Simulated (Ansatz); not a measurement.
**CH₅BBrNO: how energies converge with the basis set**

An exercise on one series of results from a longer session: the logs are not shown, and one member is left open.

Computed with Ansatz 0.2.0, Gaussian basis. Level: one geometry, several basis sets.

Plan: PBE0-D4/def2-SVP; ωB97M-V/def2-SVP; PBE0-D4/def2-QZVPP; ωB97M-V/def2-QZVPP; the functionals' def2-TZVPP values are taken from earlier runs.

## The geometry

All runs share one geometry, relaxed beforehand with PBE0-D4 in a triple-zeta def2 set.

SMILES `COB(N)Br`, 10 atoms, charge 0, spin multiplicity 1.

Atoms are counted from 1 here; the program's logs count them from 0.

Bond lengths: C1–O2 1.410 Å, C1–H6 1.089 Å, C1–H7 1.095 Å, C1–H8 1.095 Å, O2–B3 1.353 Å, B3–N4 1.398 Å, B3–Br5 1.942 Å, N4–H9 1.003 Å, N4–H10 1.005 Å. Angles: O2–C1–H6 107.8°, O2–C1–H7 111.3°, O2–C1–H8 111.3°, H6–C1–H7 108.6°, H6–C1–H8 108.6°, H7–C1–H8 109.2°, C1–O2–B3 120.4°, O2–B3–N4 125.2°, O2–B3–Br5 116.3°, N4–B3–Br5 118.5°, B3–N4–H9 121.9°, B3–N4–H10 123.6°, H9–N4–H10 114.6°.

The first run:

File in.yaml:

```yaml
crystal:
  periodic: [false, false, false]
  atoms:
    - {symbol: C, position_ang: [-0.997328, -1.079450, 0.197890]}
    - {symbol: O, position_ang: [-0.949743, 0.124337, -0.534875]}
    - {symbol: B, position_ang: [0.155247, 0.904533, -0.500812]}
    - {symbol: N, position_ang: [1.317229, 0.625877, 0.224450]}
    - {symbol: Br, position_ang: [0.090120, 2.534851, -1.554203]}
    - {symbol: H, position_ang: [-1.971697, -1.535086, 0.025358]}
    - {symbol: H, position_ang: [-0.882261, -0.896431, 1.271760]}
    - {symbol: H, position_ang: [-0.221217, -1.777851, -0.133447]}
    - {symbol: H, position_ang: [2.109126, 1.242114, 0.213146]}
    - {symbol: H, position_ang: [1.433525, -0.193994, 0.793634]}
basis:
  gaussian: {orbitals: def2-SVP}
hamiltonian: {xc: pbe0, dispersion: d4}
output: {orbitals: {seedname: orbitals}}
```

Steps of the session up to this table: PBE0-D4 in def2-SVP; ωB97M-V in def2-SVP; PBE0-D4 in def2-QZVPP; ωB97M-V in def2-QZVPP.

One of the session's tables, all rows but one given; the rest of the session is left out.

It belongs to the step «Density functionals: the series». 

```
functional       basis  HOMO (eV)  LUMO (eV)
   PBE0-D4    def2-SVP          ?          ?
   PBE0-D4  def2-TZVPP      -7.87       0.61
   PBE0-D4  def2-QZVPP      -7.90       0.29
   ωB97M-V    def2-SVP      -9.87       2.99
   ωB97M-V  def2-TZVPP     -10.11       1.94
   ωB97M-V  def2-QZVPP     -10.14       1.42
```

**Question.** Estimate the row for PBE0-D4, def2-SVP.

As computed: HOMO (eV): -7.65; LUMO (eV): 1.37. In the column «HOMO (eV)» it is the highest.
